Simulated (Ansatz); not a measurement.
# MgO2: the cost of one run

Computed with Ansatz 0.2.0 (DFT r2SCAN, scalar-relativistic, plane waves, PAW, unless a step's input says otherwise).

## 1. The structure to begin with

It takes space group R-3m (No. 166, trigonal). Conventional cell: a = 3.210 Å, b = 3.210 Å, c = 10.482 Å, α = 90.00°, β = 90.00°, γ = 120.00°. Mg (site symmetry -3m) is surrounded by 6 O at 2.11 Å. Around O (site symmetry 3m) lie 1 O at 1.49 Å and 3 Mg at 2.11 Å.

Structure file:

```
CELL_PARAMETERS angstrom
1.60476 0.92651 3.49398
-1.60476 0.92651 3.49398
0.00000 -1.85302 3.49398
ATOMIC_POSITIONS crystal
Mg 0.00000 0.00000 0.00000
O 0.42879 0.42879 0.42879
O 0.57121 0.57121 0.57121
```

The structure comes from the Materials Project (structure only).

## 2. Quick check of gap, pressure and forces

input.yaml reads:

```yaml
crystal:
  lattice:
    - [1.604761016, 0.9265092046, 3.4939788749]
    - [-1.604761016, 0.9265092046, 3.4939788749]
    - [0.0, -1.8530184092, 3.4939788749]
  atoms:
    - { symbol: Mg, position: [0.0, 0.0, 0.0] }
    - { symbol: O, position: [0.428786, 0.428786, 0.428786] }
    - { symbol: O, position: [0.571214, 0.571214, 0.571214] }
basis:
  ecutwfc: 500
kpoints:
  mp_grid: { grid: [6, 6, 6] }
hamiltonian:
  xc: r2scan
scf:
  occupations: { method: gaussian, width: 0.1 }
output:
  forces: true
  stress: true
  eigenvalues: true
```

On the command line:

```sh
ansatz run input.yaml --threads 1 --pin off --max-ram 2560MiB --backend cpu --events-out ev --progress --plain --runs-dir out
```

Q: Estimate wall time and peak memory on 1 thread of Intel Xeon 6975P-C (Granite Rapids), shared host.

About 2 s, with a peak of 0.41 GiB.
